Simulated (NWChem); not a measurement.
# One shape, several levels: BSiH4O2F (SMILES OB(F)O[SiH3])

We compute a comparison of 5 runs (HF/6-31G*, SVWN5/6-31G*, B3LYP/6-31G*, MP2/6-31G*, CCSD(T)/6-31G*) of BSiH4O2F. 

The results are computed with NWChem 7.3.0.

1 further run of the same task is left out (set aside as unsound or not needed).

## Step 1: The system as given

BSiH4O2F has 9 atoms, charge 0, and is taken as a singlet. As SMILES, `OB(F)O[SiH3]`. The shape is that of a PBE0-D4/def2-TZVP optimisation. This is one conformer, not always the lowest.

Bond lengths: O1–B2 1.359 Å, B2–F3 1.334 Å, B2–O4 1.348 Å, O4–Si5 1.655 Å, O1–H6 0.960 Å, Si5–H7 1.480 Å, Si5–H8 1.484 Å, Si5–H9 1.484 Å. Some angles: O1–B2–F3 120.0°, O1–B2–O4 121.1°, F3–B2–O4 118.9°, B2–O4–Si5 131.9°, B2–O1–H6 113.4°, O4–Si5–H7 106.4°, O4–Si5–H8 110.2°, O4–Si5–H9 110.2°, H7–Si5–H8 110.1°, H7–Si5–H9 110.1°.

## Step 2: Energy and forces at HF/6-31G(d) (spherical functions) (run 1)

Contents of run.py:

```python
from ase import Atoms
from ase.calculators.nwchem import NWChem

molecule = Atoms('OBFOSiHHHH', positions=[
    [-1.614100, 0.556700, 0.394000],
    [-0.395400, 1.157100, 0.352700],
    [-0.277300, 2.450800, 0.657900],
    [0.708900, 0.466900, 0.006200],
    [0.934200, -1.114900, -0.425000],
    [-2.322500, 1.149900, 0.654100],
    [2.381900, -1.273900, -0.690900],
    [0.154500, -1.427600, -1.647800],
    [0.518200, -2.011000, 0.681800],
])

calc = NWChem(
    label='sp',
    theory='scf',
    memory='2200 mb',
    basis='6-31G*',
    basispar='spherical bse',
    scf={'nopen': '0', 'rhf': None, 'thresh': '1e-08', 'maxiter': '80'},
)
molecule.calc = calc

forces = molecule.get_forces()
print(f"energy = {molecule.get_potential_energy():.6f} eV")
print("forces (eV/A):")
for s, f in zip(molecule.symbols, forces):
    print(f"{s:2s} {f[0]:10.5f} {f[1]:10.5f} {f[2]:10.5f}")
print("dipole (e A):", molecule.get_dipole_moment().round(4))
```

Command:

```bash
$ export ASE_NWCHEM_COMMAND="nwchem PREFIX.nwi > PREFIX.nwo"
$ python run.py
```

The log of the run:

```text
energy = -15382.708884 eV
forces (eV/A):
O    -0.15735    0.69847    0.20034
B     0.14049    0.03296   -0.01507
F    -0.14105   -0.46450   -0.09364
O    -0.39698    0.21356    0.11652
Si    0.05842   -0.17833   -0.05363
H     0.51083   -0.43292   -0.18908
H    -0.24379   -0.01995    0.03322
H     0.14547    0.02545    0.19905
H     0.08402    0.12526   -0.19767
dipole (e A): [-0.2735 -0.1067  0.0165]
```

The calculator wrote sp.nwi:

```
title "sp"

permanent_dir sp

scratch_dir sp

start sp

geometry units angstrom nocenter noautosym noautoz
  O  -1.6141000000000001e+00 5.5669999999999997e-01 3.9400000000000002e-01
  B  -3.9539999999999997e-01 1.1571000000000000e+00 3.5270000000000001e-01
  F  -2.7729999999999999e-01 2.4508000000000001e+00 6.5790000000000004e-01
  O  7.0889999999999997e-01 4.6689999999999998e-01 6.1999999999999998e-03
  Si 9.3420000000000003e-01 -1.1149000000000000e+00 -4.2499999999999999e-01
  H  -2.3224999999999998e+00 1.1498999999999999e+00 6.5410000000000001e-01
  H  2.3818999999999999e+00 -1.2739000000000000e+00 -6.9089999999999996e-01
  H  1.5450000000000000e-01 -1.4276000000000000e+00 -1.6477999999999999e+00
  H  5.1819999999999999e-01 -2.0110000000000001e+00 6.8179999999999996e-01
end

memory 2200 mb

basis spherical bse noprint
   * library 6-31G*
end

scf
  nopen 0
  rhf
  thresh 1e-08
  maxiter 80
end

task scf gradient
```

sp.nwo:

```text
Northwest Computational Chemistry Package (NWChem) 7.3.0
             --------------------------------------------------------

           Job information
           ---------------

    nwchem branch   = 7.3.0
    use scalapack   = T
    input           = sp.nwi
    prefix          = sp.
    data base       = sp/sp.db
    status          = startup
    nproc           =        1

           Memory information
           ------------------

[... 5 lines left out ...]
    hardfail = no
[... 136 lines left out ...]
         Quadratically convergent ROHF
[... 14 lines left out ...]
       Final RHF  results
[... 4 lines left out ...]
      Two-electron energy =    437.953634337262
[... 43 lines left out ...]
                       ROHF Final Molecular Orbital Analysis
[... 266 lines left out ...]
                 ----------------------------------------
                 |  Time  |  1-e(secs)   |  2-e(secs)   |
                 ----------------------------------------
                 |  CPU   |       0.01   |       7.19   |
                 ----------------------------------------
                 |  WALL  |       0.01   |       7.19   |
                 ----------------------------------------

 Task  times  cpu:       26.3s     wall:       26.3s
 Total times  cpu:       26.3s     wall:       26.3s
```

It took 28 s on 1 thread of Intel Xeon Platinum 8259CL at 2.50GHz (Skylake/Cascade Lake), shared host; peak memory 0.1 GiB.

## Step 3: Energy and forces at SVWN5/6-31G(d) (spherical functions) (run 2)

Contents of bfh4o2si.nw:

```
start bfh4o2si
title "BFH4O2Si SVWN5"
memory total 2200 mb
charge 0

geometry noautosym nocenter noautoz
 O     -1.614100     0.556700     0.394000
 B     -0.395400     1.157100     0.352700
 F     -0.277300     2.450800     0.657900
 O      0.708900     0.466900     0.006200
 Si     0.934200    -1.114900    -0.425000
 H     -2.322500     1.149900     0.654100
 H      2.381900    -1.273900    -0.690900
 H      0.154500    -1.427600    -1.647800
 H      0.518200    -2.011000     0.681800
end

basis spherical bse
 * library 6-31G*
end

dft
 xc slater vwn_5
 grid xfine
 convergence energy 1e-08
 maxiter 100
 mulliken
 print low
end

task dft gradient
```

Command:

```bash
$ nwchem bfh4o2si.nw > bfh4o2si.out
```

The log of the run:

```text
[...]
 d= 0,ls=0.0,diis     1   -563.8986170959 -7.86D+02  1.88D-02  1.49D+00     3.3
[...]
 d= 0,ls=0.0,diis    10   -564.0354442376 -3.47D-09  8.24D-07  1.96D-08    22.4
         Total DFT energy =     -564.035444237638
      One electron energy =    -1225.594592878919
           Coulomb energy =      490.512381146141
    Exchange-Corr. energy =      -51.059473694130
 Nuclear repulsion energy =      222.106241189269
[...]
                         DFT ENERGY GRADIENTS
    atom               coordinates                        gradient
                 x          y          z           x          y          z
   1 O      -3.050207   1.052010   0.744552   -0.012908   0.012875   0.005247
   2 B      -0.747198   2.186602   0.666506    0.003240  -0.001974  -0.000986
   3 F      -0.524021   4.631340   1.243251   -0.000323   0.000527   0.000176
   4 O       1.339627   0.882313   0.011716   -0.002483  -0.005876  -0.001088
   5 Si      1.765382  -2.106856  -0.803134    0.003018  -0.002020  -0.000984
   6 H      -4.388889   2.172996   1.236070    0.011060  -0.011068  -0.004510
   7 H       4.501138  -2.407322  -1.305612   -0.005447   0.001104   0.001126
   8 H       0.291963  -2.697773  -3.113890    0.002630   0.002088   0.005027
   9 H       0.979256  -3.800239   1.288415    0.001213   0.004344  -0.004008
 Task  times  cpu:       33.1s     wall:       33.1s
[...]
```

Run time: 34 s. Hardware: 1 thread of Intel Xeon Platinum 8259CL at 2.50GHz (Skylake/Cascade Lake), shared host; peak memory 0.14 GiB.

Runs 3 to 4 aren't shown in full; the table further down has their settings and results.

## Step 4: A single-point energy at CCSD(T)/6-31G(d) (spherical functions) (run 5)

Contents of mymol.nw:

```
start mymol
title "BFH4O2Si"
memory stack 880 mb heap 220 mb global 1100 mb

geometry units angstroms noautosym nocenter noautoz
 O     -1.614100     0.556700     0.394000
 B     -0.395400     1.157100     0.352700
 F     -0.277300     2.450800     0.657900
 O      0.708900     0.466900     0.006200
 Si     0.934200    -1.114900    -0.425000
 H     -2.322500     1.149900     0.654100
 H      2.381900    -1.273900    -0.690900
 H      0.154500    -1.427600    -1.647800
 H      0.518200    -2.011000     0.681800
end

basis "ao basis" spherical bse
 * library 6-31G*
end

scf
 thresh 1e-08
 maxiter 80
 noprint "final vectors analysis"
end

ccsd
 freeze core 9
 maxiter 60
end

task ccsd(t) energy
```

Command:

```bash
$ nwchem mymol.nw > mymol.out
```

The log of the run:

```text
[...]
  functions       =    82
[...]
  wavefunction    = RHF
[...]
         Total SCF energy =   -565.304129317072
      One-electron energy =  -1225.364004843701
      Two-electron energy =    437.953634337359
 Nuclear repulsion energy =    222.106241189269
        Time for solution =     19.3s
[...]
 Total MP2 energy:           -565.970844984105497
[...]
             energy      energy      error      ampl     ampl      Block
                                                time     time      time
[...]
 Total CCSD energy:           -565.999509449528432
[...]
 Total CCSD+T(CCSD) energy:           -566.015591610772049
[...]
 Total CCSD(T) energy:                -566.013905839315044
[...]
```

It took 3.1 min on 1 thread of Intel Xeon Platinum 8259CL at 2.50GHz (Skylake/Cascade Lake), shared host; peak memory 0.24 GiB.

## Step 5: The series

```csv
run,level,iteration cap,module,energy (Eh),dipole moment (D),HOMO energy (eV),LUMO energy (eV),wall time
1,HF/6-31G* (spherical functions),80,scf,-565.304129,1.41,-12.71,3.72,28 s
2,SVWN5/6-31G* (spherical functions),100,dft,-564.035444,–,–,–,34 s
3,B3LYP/6-31G* (spherical functions),100,dft,-567.229818,1.36,-8.73,0.36,61 s
4,MP2/6-31G* (spherical functions),80,mp2,-565.970845,1.40,-12.71,3.72,54 s
5,CCSD(T)/6-31G* (spherical functions),80,ccsd(t),-566.013906,–,–,–,3.1 min
```

## Step 6: Summary of results

| quantity | value |
| --- | --- |
| run 5: total energy | -566.01391 Eh |
| run 5: correlation energy (9 core orbitals frozen) | -709.8 mEh |
| run 5: (T) correction | -14.40 mEh |

**Reading.** Below the HF energy at the same shape and in the same basis (6-31G*): MP2 -666.7 mEh; CCSD(T) -709.8 mEh. Over runs 1, 3, 4 the dipole moment (its size) runs from 1.36 D (B3LYP/6-31G*) to 1.41 D (HF/6-31G*). Totals of different functionals can't be ranked against each other. All runs together took 6.1 min, the longest 3.1 min.
